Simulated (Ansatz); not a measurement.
# CH4InO radical: basis-set convergence

Aim: see how fast density functionals converge with the basis set for CH4InO radical.

Program: Ansatz 0.2.0, Gaussian basis. Level of theory: one geometry, several basis sets. These are calculated values, not measurements.

The runs, in order: PBE0-D4/def2-SVP; ωB97M-V/def2-SVP; PBE0-D4/def2-QZVPP; ωB97M-V/def2-QZVPP; the functionals' def2-TZVPP values are taken from earlier runs.

## Step 1: Structure used throughout

The geometry comes from an earlier relaxation with PBE0-D4 in a triple-zeta def2 set; it is a stationary point, not always the lowest conformer. In takes the def2 core potential; no spin-orbit term is included.

SMILES `C[O][InH]`, 7 atoms, charge 0, spin multiplicity 2.

Atoms are counted from 1 here; the program's logs count them from 0.

Bond lengths: C1–O2 1.400 Å, C1–H4 1.098 Å, C1–H5 1.102 Å, C1–H6 1.098 Å, O2–In3 2.004 Å, In3–H7 1.778 Å. Angles: O2–C1–H4 110.4°, O2–C1–H5 113.9°, O2–C1–H6 110.4°, H4–C1–H5 107.1°, H4–C1–H6 107.6°, H5–C1–H6 107.1°, C1–O2–In3 121.6°, O2–In3–H7 114.2°.

Coordinates:

```xyz
7
charge 0, multiplicity 2
C    -0.6305    0.6256   -0.1769
O    -0.7521   -0.6362    0.4181
In    0.8365   -1.8269    0.6886
H    -1.2490    0.6828   -1.0822
H     0.3999    0.8833   -0.4712
H    -0.9753    1.4081    0.5116
H     2.3704   -1.1366    0.1120
```

## Step 2: PBE0-D4 in def2-SVP

in.yaml reads:

```yaml
crystal:
  periodic: [false, false, false]
  atoms:
    - {symbol: C, position_ang: [-0.630472, 0.625575, -0.176941]}
    - {symbol: O, position_ang: [-0.752069, -0.636237, 0.418124]}
    - {symbol: In, position_ang: [0.836477, -1.826856, 0.688625]}
    - {symbol: H, position_ang: [-1.249002, 0.682763, -1.082209]}
    - {symbol: H, position_ang: [0.399918, 0.883286, -0.471194]}
    - {symbol: H, position_ang: [-0.975266, 1.408105, 0.511630]}
    - {symbol: H, position_ang: [2.370424, -1.136635, 0.111966]}
basis:
  gaussian: {orbitals: def2-SVP}
magnetization: {spin_polarized: true, initial_magnetization: 1}
hamiltonian: {xc: pbe0, dispersion: d4}
output: {orbitals: {seedname: orbitals}}
```

Further steps of the session: ωB97M-V in def2-SVP; PBE0-D4 in def2-QZVPP; ωB97M-V in def2-QZVPP.

**Question.** What will the summary of the whole plan be? Wanted: PBE0-D4: double and triple zeta above quadruple; ωB97M-V: double and triple zeta above quadruple.

As calculated:

| quantity | value |
| --- | --- |
| PBE0-D4: double and triple zeta above quadruple | 4.21, 0.23 eV |
| ωB97M-V: double and triple zeta above quadruple | 4.37, 0.23 eV |

PBE0-D4 gains 3.98 eV from double to triple zeta, then 0.23 eV more. These are total energies; as a rule much of such shifts cancels in differences, which this series doesn't test.
